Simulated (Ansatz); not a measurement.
Run this with Ansatz's Python interface and show what comes out.

Contents of `h4inn2.xyz`:
```text
7

N    -1.58907    0.54523   -0.46222
In   -0.36041   -0.43798    1.05355
N     1.66677   -0.45380    0.23878
H    -2.59482    0.48050   -0.32885
H    -1.39952    0.07127   -1.34268
H     2.40417   -0.70445    0.89274
H     1.87289    0.49924   -0.05133
```

Script `states_h4inn2.py`:
```python
# -*- coding: utf-8 -*-
import ansatz as az
import numpy as np

geometry = az.Crystal.molecule_from_extxyz('h4inn2.xyz')
symbols = [site.symbol for site in geometry.cartesian_sites]

start = np.array([site.position_ang for site in geometry.cartesian_sites])
for factor in [1.0, 1.3]:
    xyz = (start - start.mean(axis=0)) * factor
    scaled = az.Crystal.molecule()
    for symbol, place in zip(symbols, xyz):
        scaled = scaled.atom(symbol, place.tolist())
    setup = (
        scaled.calculation()
        .basis(gaussian='def2-SVP')
        .functional('b3lyp', dispersion='d3bj')
        .spin('collinear', total=1)
    )
    for search in ('off', 'standard'):
        try:
            r = setup.scf(lower_state_search=search).run(threads=1, pin='off').report
        except az.AnsatzError as error:
            print(f'x{factor} search {search}: {type(error).__name__}')
            continue
        state = r['mean_field']['state']
        print(f'all distances x{factor}, search {search:8s} E = {r["free_energy_ev"]:.5f} eV  <S^2> = {abs(state["spin_squared"]):.3f}  other states met: {len(r["mean_field"]["others"])}')
```

Output of `python states_h4inn2.py`:
```text
all distances x1.0, search off      E = -8218.05113 eV  <S^2> = 0.763  other states met: 0
all distances x1.0, search standard E = -8218.05113 eV  <S^2> = 0.763  other states met: 0
all distances x1.3, search off      E = -8212.52983 eV  <S^2> = 0.853  other states met: 0
all distances x1.3, search standard E = -8212.52983 eV  <S^2> = 0.853  other states met: 0
```

What to keep in mind:
- Total energies depend on the basis set; only differences at equal settings carry meaning.
- The count of other states can hold repeated and symmetry-equivalent ends of the search; scaling all distances is a test, and for more than two atoms no physical path.
- The geometry comes from a force field and isn't relaxed at this level.
- def2 sets replace the cores of elements past krypton by effective core potentials.
- The run takes the species as open-shell (spin multiplicity 2), which needn't be its ground state.
- The expectation value of S² is noticeably off S(S+1) in at least one run, so that state is spin-contaminated.
- b3lyp holds the VWN-RPA fit, as in Gaussian; the form of ORCA and Turbomole is b3lyp5.
- It ran for 22 s on 1 thread of Arm Neoverse N1, with other jobs on the host, peak memory 0.26 GiB.
